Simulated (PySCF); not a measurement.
# C8H13Br: the cost of one run

Computed with PySCF 2.14.0 and routines of our own; the level stands in each step. Atoms count from 0.

### Step 1. The starting structure

22 atoms, charge 0, multiplicity 1; geometry from: GFN2-xTB.

### Step 2. Optimising the geometry at PBE0-D3(BJ)/def2-SVP

The job: settings as JSON, then the geometry in Å.

```
{"job": {"xc": "PBE0", "basis": "def2-SVP", "d3": "d3bj", "grid": 2, "kind": "geom"}, "charge": 0, "multiplicity": 1}
Br     0.307013     2.198825    -1.793663
C      0.259327     1.586177     0.024359
C      1.218103     0.820140     0.528374
C      2.106530    -0.060281    -0.266580
C      1.333766    -1.401245    -0.316691
C     -0.144211    -1.273214    -0.729485
C     -1.145856    -0.862107     0.379980
C     -1.868763     0.485474     0.198394
C     -1.067870     1.719116     0.678715
H      1.156645     0.585205     1.583707
H      3.081464    -0.215288     0.196258
H      2.250926     0.321948    -1.277033
H      1.387560    -1.877984     0.664739
H      1.838350    -2.057196    -1.029230
H     -0.448020    -2.254128    -1.101998
H     -0.220712    -0.590366    -1.574934
H     -0.651665    -0.874104     1.352131
H     -1.925235    -1.626211     0.420804
H     -2.115606     0.617094    -0.857345
H     -2.809391     0.457222     0.753141
H     -0.957331     1.688114     1.764298
H     -1.595434     2.632195     0.401209
```

Started as:

```bash
$ OMP_NUM_THREADS=1 python excited_run.py task.json out
```

This one command runs all jobs of the session in turn.

**Question.** How long does this first job take on 1 thread of Arm Neoverse V1, shared host, and how much memory does it need?

About 2.8 min, with a peak of 1.1 GiB.
